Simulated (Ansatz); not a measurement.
Crystal: Cu3O2.

```
CELL_PARAMETERS angstrom
-2.02298 2.02298 3.67362
2.02298 -2.02298 3.67362
2.02298 2.02298 -3.67362
ATOMIC_POSITIONS crystal
Cu 0.00000 0.00000 0.00000
Cu 0.75000 0.25000 0.50000
Cu 0.25000 0.75000 0.50000
O 0.50000 0.00000 0.50000
O 0.00000 0.50000 0.50000
```

The cell comes from a database or a generator and needn't be the stable form of this composition.

Base run:

* Program: Ansatz 0.2.0
* Functional: PBE
* Potentials or basis: Ansatz PAW
* Cutoff: 420 eV
* Density cutoff: 1680 eV
* k mesh: 9 × 9 × 9
* Occupations: fermi-dirac, width 0.05 eV
* Spin: no spin polarisation

Its results: band gap on the k mesh none (metal or under the smearing width); pressure 0.7 GPa.

Task: The run is repeated on the same cell with these changes: functional from PBE to PBEsol. What comes out?

Result: Band gap on the k mesh none (metal or under the smearing width); pressure -6.2 GPa.

PBEsol binds more tightly than PBE, so the same cell stands under less pressure.

Caveats: an odd number of electrons without spin polarisation forces a metal; a magnetic or distorted state may lie lower; the run has no spin polarisation, though such a crystal can be magnetic; semilocal functionals often make such compounds metallic where correlation or magnetic order opens a gap, which also shifts bond lengths; the PAW data sets come from PBE, with cores solved anew for the run's functional, which leaves a small shift of forces and pressure (some runs).

Not every run made on this cell is shown here.
